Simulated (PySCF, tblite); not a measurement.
**C4H13GeSi radical: geometry, infrared bands and EPR parameters**

Wanted: the infrared bands and EPR parameters of C4H13GeSi radical (`[SiH3]C[CH]C[CH2][GeH3]`), by calculation.

Programs: tblite 0.8.0 and PySCF 2.14.0, with density-fitted response routines of our own. Each step states its level of theory. These are calculated values for one molecule in the gas phase, unless marked as measured. Atoms count from 0, in the outputs and in this text.

**1. The starting structure**

19 atoms, charge 0, multiplicity 2; geometry from: force field or distance geometry start.

Bonds of the start (Å): Si0–C1 1.85, C1–C2 1.53, C2–C3 1.51, C3–C4 1.52, C4–Ge5 1.94, Si0–H6 1.47, Si0–H7 1.48, Si0–H8 1.47, C1–H9 1.11, C1–H10 1.12, C2–H11 1.11, C3–H12 1.13, C3–H13 1.12, C4–H14 1.12, C4–H15 1.11, Ge5–H16 1.56, Ge5–H17 1.55, Ge5–H18 1.56.

**2. Relaxing the molecule with GFN2-xTB**

The job: settings as JSON, then the geometry in Å.

```
{"job": {"kind": "relax", "xc": "GFN2-xTB", "basis": "xTB"}, "charge": 0, "multiplicity": 2}
Si    -3.494300    -0.095500    -0.422900
C     -1.832900    -0.758300     0.058600
C     -0.753700     0.309500    -0.117000
C      0.638800    -0.221900     0.146800
C      1.688600     0.839400    -0.122100
Ge     3.472700     0.138400     0.198900
H     -4.517900    -1.137700    -0.248400
H     -3.830500     1.066400     0.429900
H     -3.465000     0.322100    -1.830200
H     -1.607500    -1.641100    -0.570100
H     -1.866300    -1.087300     1.128900
H     -0.977000     1.174900     0.549000
H      0.706700    -0.547900     1.228100
H      0.834100    -1.109000    -0.501300
H      1.525000     1.729800     0.531100
H      1.623400     1.166100    -1.178000
H      4.527000     1.245100    -0.090200
H      3.729500    -1.084700    -0.722600
H      3.589700    -0.299100     1.689000
```

Started as:

```
$ OMP_NUM_THREADS=1 python probes_run.py task.json out
```

The driver reads the jobs from task.json and runs them one after another.

**Question.** This job is followed by: GFN2-xTB harmonic vibrations, gas phase; UKS B3LYP, def2-TZVP-core on Ge, pcH-1 on C H Si, non-relativistic, mean-field spin-orbit, GIAO. Predict these results of the whole session: strongest single infrared mode (GFN2-xTB); zero-point energy (GFN2-xTB); g(iso) (B3LYP); ⟨S²⟩; largest a(iso) (averaged by class); surface potential, 1st and 99th percentile.

The runs gave:

| quantity | value |
| --- | --- |
| strongest single infrared mode (GFN2-xTB) | 775 cm⁻¹, 593 km/mol |
| zero-point energy (GFN2-xTB) | 89.0 kcal/mol |
| g(iso) (B3LYP) | 2.00292 |
| ⟨S²⟩ | 0.754 (exact 0.75) |
| largest a(iso) (averaged by class) | 29Si on Si0, -153.9 MHz |
| surface potential, 1st and 99th percentile | -0.32 V and 0.93 V |

What this shows: Over 154 steps the energy fell by 0.691 eV; of the close pairs, Si0–C1 changed most, 1.852 to 1.935 Å. All 51 modes are real, so the xTB geometry is a minimum. The strongest single mode, at 775 cm⁻¹, has its largest shares on H7, H6, H16 and H18 (the list is cut at 4 atoms). Unscaled tight-binding wavenumbers are off by several per cent, some by more. Its intensities can rank the bands wrongly. C2 carries the largest spin population, 0.97 e. The isotropic g lies 0.6 ppt above the free-electron value. The hyperfine terms hold no scalar relativity, which the heavier nuclei need.
